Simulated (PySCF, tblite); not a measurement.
**C₆H₁₂O₂: geometry, infrared bands and NMR shifts**

Wanted: the infrared bands and NMR shifts of C₆H₁₂O₂ (`C=C(C)COCOC`), by calculation.

Computed with tblite 0.8.0 and PySCF 2.14.0, with density-fitted response routines of our own, on a single molecule in the gas phase. Atoms count from 0, in the outputs and in this text.

### Step 1. The molecule as given

20 atoms, charge 0, multiplicity 1; geometry from: force field or distance geometry start.

Bonds of the start (Å): C0–C1 1.36, C1–C2 1.51, C1–C3 1.51, C3–O4 1.44, O4–C5 1.43, C5–O6 1.42, O6–C7 1.43, C0–H8 1.09, C0–H9 1.08, C2–H10 1.10, C2–H11 1.08, C2–H12 1.08, C3–H13 1.09, C3–H14 1.09, C5–H15 1.09, C5–H16 1.09, C7–H17 1.09, C7–H18 1.10, C7–H19 1.10.

### Step 2. Relaxing the molecule with GFN2-xTB

What the job is given:

```
{"job": {"kind": "relax", "xc": "GFN2-xTB", "basis": "xTB"}, "charge": 0, "multiplicity": 1}
C      1.957600    -0.934600     1.488200
C      1.694900     0.103300     0.652500
C      2.677700     1.238500     0.541100
C      0.463500     0.230200    -0.211300
O     -0.402600    -0.897100    -0.014200
C     -1.541400    -0.823400    -0.876200
O     -2.413400     0.248900    -0.541000
C     -3.039700     0.035100     0.722100
H      1.258800    -1.763900     1.587000
H      2.846000    -0.977900     2.096300
H      2.181800     2.180500     0.820200
H      3.542600     1.109000     1.181300
H      3.016400     1.331300    -0.484900
H     -0.063000     1.142400     0.062400
H      0.767500     0.286900    -1.252200
H     -2.076400    -1.775100    -0.805900
H     -1.215200    -0.691700    -1.910500
H     -2.308900    -0.015000     1.524400
H     -3.720800     0.872700     0.915300
H     -3.630700    -0.889500     0.705600
```

Started as:

```sh
OMP_NUM_THREADS=1 python probes_run.py task.json out
```

One launch serves the whole session: the jobs run in the order shown.

**Question.** This job is followed by: GFN2-xTB harmonic vibrations, gas phase; GIAO PBE0/pcSseg-1 NMR shielding, non-relativistic, gas phase. Predict these results of the whole session: strongest single infrared mode (GFN2-xTB); zero-point energy (GFN2-xTB); ¹³C shifts against TMS (PBE0/pcSseg-1); ¹H shifts against TMS (PBE0/pcSseg-1, means over atoms taken as alike); ¹⁷O shifts against H2O (PBE0/pcSseg-1).

The runs gave:

| quantity | value |
| --- | --- |
| strongest single infrared mode (GFN2-xTB) | 1060 cm⁻¹, 174 km/mol |
| zero-point energy (GFN2-xTB) | 106.2 kcal/mol |
| ¹³C shifts against TMS (PBE0/pcSseg-1) | 148.7, 115.0, 100.3, 74.3, 56.7, 22.6 ppm |
| ¹H shifts against TMS (PBE0/pcSseg-1, means over atoms taken as alike) | 5.59, 5.29, 4.96, 4.02, 3.51, 1.81 ppm |
| ¹⁷O shifts against H2O (PBE0/pcSseg-1) | 68.4, 50.7 ppm |

Over 38 steps the energy fell by 0.152 eV; of the close pairs, O4–C5 changed most, 1.430 to 1.391 Å. No mode is imaginary among the 54: a minimum at this level. GFN2-xTB is a fitted tight-binding method: band positions and strengths are rough. Its intensities can rank the bands wrongly. The most deshielded carbon is C1 (fully substituted alkene carbon), at 148.7 ppm: the olefinic region. At PBE0/pcSseg-1: The widest tensor belongs to C1: span 236 ppm, with a paramagnetic part of -224 ppm.
